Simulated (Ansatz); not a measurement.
# C₂H₉SbSi: how energies converge with the basis set

An exercise on one series of results from a longer session: the logs are not shown, and one member is left open.

The runs use Ansatz 0.2.0, Gaussian basis; one geometry, several basis sets.

Levels to be run: PBE0-D4/def2-SVP; ωB97M-V/def2-SVP; PBE0-D4/def2-QZVPP; ωB97M-V/def2-QZVPP; the functionals' def2-TZVPP values are taken from earlier runs.

## The relaxed structure

An earlier PBE0-D4 in a triple-zeta def2 set relaxation fixed the geometry. Sb takes the def2 core potential; no spin-orbit term is included.

SMILES `C[CH2][SbH][SiH3]`, 13 atoms, charge 0, spin multiplicity 1.

Atoms are counted from 1 here; the program's logs count them from 0.

Bond lengths: C1–C2 1.518 Å, C1–H5 1.095 Å, C1–H6 1.093 Å, C1–H7 1.093 Å, C2–Sb3 2.180 Å, C2–H8 1.093 Å, C2–H9 1.091 Å, Sb3–Si4 2.570 Å, Sb3–H10 1.713 Å, Si4–H11 1.487 Å, Si4–H12 1.489 Å, Si4–H13 1.489 Å. Angles: C2–C1–H5 111.1°, C2–C1–H6 111.5°, C2–C1–H7 111.7°, H5–C1–H6 107.4°, H5–C1–H7 107.4°, H6–C1–H7 107.5°, C1–C2–Sb3 111.9°, C1–C2–H8 111.2°, C1–C2–H9 111.6°, Sb3–C2–H8 106.0°, Sb3–C2–H9 108.2°, H8–C2–H9 107.7°, C2–Sb3–Si4 94.2°, C2–Sb3–H10 93.8°, Si4–Sb3–H10 90.7°, Sb3–Si4–H11 110.3°, Sb3–Si4–H12 111.8°, Sb3–Si4–H13 109.1° and more.

Geometry (Å):

```xyz
13
charge 0, multiplicity 1
C    -0.5244    2.2489    0.1582
C    -0.5254    0.7447    0.3632
Sb    1.4554   -0.1178    0.0691
Si    0.5885   -2.5327   -0.0703
H    -1.5180    2.6713    0.3376
H    -0.2360    2.5143   -0.8621
H     0.1717    2.7493    0.8365
H    -0.8185    0.4845    1.3831
H    -1.2176    0.2472   -0.3172
H     1.3909    0.0254   -1.6364
H     1.6278   -3.4225   -0.6541
H    -0.6476   -2.6294   -0.8942
H     0.2736   -3.0178    1.3013
```

Set-up of the first run:

Contents of in.yaml:

```yaml
crystal:
  periodic: [false, false, false]
  atoms:
    - {symbol: C, position_ang: [-0.524394, 2.248866, 0.158207]}
    - {symbol: C, position_ang: [-0.525428, 0.744698, 0.363194]}
    - {symbol: Sb, position_ang: [1.455407, -0.117756, 0.069119]}
    - {symbol: Si, position_ang: [0.588521, -2.532735, -0.070342]}
    - {symbol: H, position_ang: [-1.518030, 2.671290, 0.337610]}
    - {symbol: H, position_ang: [-0.235988, 2.514257, -0.862056]}
    - {symbol: H, position_ang: [0.171663, 2.749257, 0.836455]}
    - {symbol: H, position_ang: [-0.818503, 0.484475, 1.383076]}
    - {symbol: H, position_ang: [-1.217574, 0.247218, -0.317171]}
    - {symbol: H, position_ang: [1.390888, 0.025444, -1.636425]}
    - {symbol: H, position_ang: [1.627817, -3.422488, -0.654082]}
    - {symbol: H, position_ang: [-0.647624, -2.629393, -0.894202]}
    - {symbol: H, position_ang: [0.273643, -3.017834, 1.301316]}
basis:
  gaussian: {orbitals: def2-SVP}
hamiltonian: {xc: pbe0, dispersion: d4}
output: {orbitals: {seedname: orbitals}}
```

Command:

```console
$ ansatz run in.yaml --threads 4 --pin off --events-out ev --progress --plain --max-ram 10444MiB
```

Steps of the session up to this table: PBE0-D4 in def2-SVP; ωB97M-V in def2-SVP; PBE0-D4 in def2-QZVPP; ωB97M-V in def2-QZVPP.

One table of the session follows, with a row left open; its other results are not shown here.

It belongs to the step «Functionals by basis». 

```
functional       basis  HOMO (eV)  LUMO (eV)
   PBE0-D4    def2-SVP      -6.77      -0.18
   PBE0-D4  def2-TZVPP      -6.80      -0.44
   PBE0-D4  def2-QZVPP      -6.81      -0.51
   ωB97M-V    def2-SVP          ?          ?
   ωB97M-V  def2-TZVPP      -8.82       1.15
   ωB97M-V  def2-QZVPP      -8.82       0.93
```

Estimate the missing values for ωB97M-V, def2-SVP.

**Answer.** HOMO (eV): -8.75; LUMO (eV): 1.60. In the column «HOMO (eV)» it lies between ωB97M-V, def2-QZVPP (-8.82) and PBE0-D4, def2-QZVPP (-6.81).
